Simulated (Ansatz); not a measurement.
# ClH2InOS: taking an electron away

The task here is to estimate one member of a computed series from the others.

Method: unrestricted cation, the program's frozen cores in correlated methods; program: Ansatz 0.2.0, Gaussian basis.

Plan: UKS PBE-D4/def2-TZVPP; UKS r2SCAN-D4/def2-TZVPP; UKS PBE0-D4/def2-TZVPP; UKS B3LYP-D4/def2-TZVPP; UKS wB97X-V/def2-TZVPP; UKS wB97M-V/def2-TZVPP; UKS B2PLYP/def2-TZVPP; UHF-CCSD(T)/def2-TZVPP; UHF-MP2/def2-QZVPP; extrapolation to the limit; then −ε(HOMO) from the neutral's earlier runs with LDA (SPW92), PBE-D4, revPBE-D4, BLYP-D4, r2SCAN-D4, B97M-V, PBE0-D4, B3LYP-D4, r2SCANh-D4, r2SCAN0-D4, HSE06-D4, BHLYP-D4, CAM-B3LYP-D4, LC-ωPBE, ωB97X-V, ωB97M-V.

## Structure used throughout

An earlier PBE0-D4 in a triple-zeta def2 set relaxation fixed the geometry. In takes the def2 core potential; no spin-orbit term is included.

6 atoms, charge 0, spin multiplicity 1.

Atoms are counted from 1 here; the program's logs count them from 0.

Bond lengths: O1–In2 1.969 Å, O1–H5 0.961 Å, In2–S3 2.365 Å, In2–Cl4 2.305 Å, S3–H6 1.344 Å. Angles: In2–O1–H5 113.2°, O1–In2–S3 125.8°, O1–In2–Cl4 114.4°, S3–In2–Cl4 119.8°, In2–S3–H6 93.1°.

The first run:

File in.yaml:

```yaml
crystal:
  periodic: [false, false, false]
  atoms:
    - {symbol: O, position_ang: [-0.638207, 1.634644, -0.296915]}
    - {symbol: In, position_ang: [-0.420578, -0.321423, -0.367538]}
    - {symbol: S, position_ang: [1.252355, -1.567227, 0.746140]}
    - {symbol: Cl, position_ang: [-1.978289, -1.407054, -1.673720]}
    - {symbol: H, position_ang: [0.021068, 2.069273, 0.250042]}
    - {symbol: H, position_ang: [1.805751, -0.472212, 1.295890]}
basis:
  gaussian: {orbitals: def2-TZVPP}
total_charge: 1
magnetization: {spin_polarized: true, initial_magnetization: 1}
hamiltonian: {xc: pbe, dispersion: d4}
```

The run is started by

```sh
ansatz run in.yaml --threads 2 --pin off --events-out ev --progress --plain --max-ram 32768MiB --backend cpu
```

Among the steps run: Cation, UKS PBE-D4/def2-TZVPP; Cation, UKS r2SCAN-D4/def2-TZVPP; Cation, UKS PBE0-D4/def2-TZVPP; Cation, UKS B3LYP-D4/def2-TZVPP; Cation, UKS wB97X-V/def2-TZVPP; Cation, UKS wB97M-V/def2-TZVPP; Cation, UKS B2PLYP (frozen core)/def2-TZVPP; Cation, UHF-CCSD(T)/def2-TZVPP; Cation, UHF-MP2/def2-QZVPP.

One of the session's tables, all rows but one given; the rest of the session is left out.

It belongs to the step «Ionisation energies side by side». For comparison, −ε(HOMO) of the neutral from earlier runs:

```
  functional  −ε(HOMO) (eV)
 LDA (SPW92)           6.99
      PBE-D4           6.82
   revPBE-D4           6.76
     BLYP-D4           6.66
   r2SCAN-D4           7.14
      B97M-V           7.17
     PBE0-D4              ?
    B3LYP-D4           7.84
  r2SCANh-D4           7.61
  r2SCAN0-D4           8.31
    HSE06-D4           7.70
    BHLYP-D4           9.21
CAM-B3LYP-D4           9.44
     LC-ωPBE          10.86
     ωB97X-V          10.47
     ωB97M-V          10.30
```

Estimate the missing values for PBE0-D4.

**Answer.** −ε(HOMO) (eV): 8.10. In the column «−ε(HOMO) (eV)» it lies between B3LYP-D4 (7.84) and r2SCAN0-D4 (8.31).
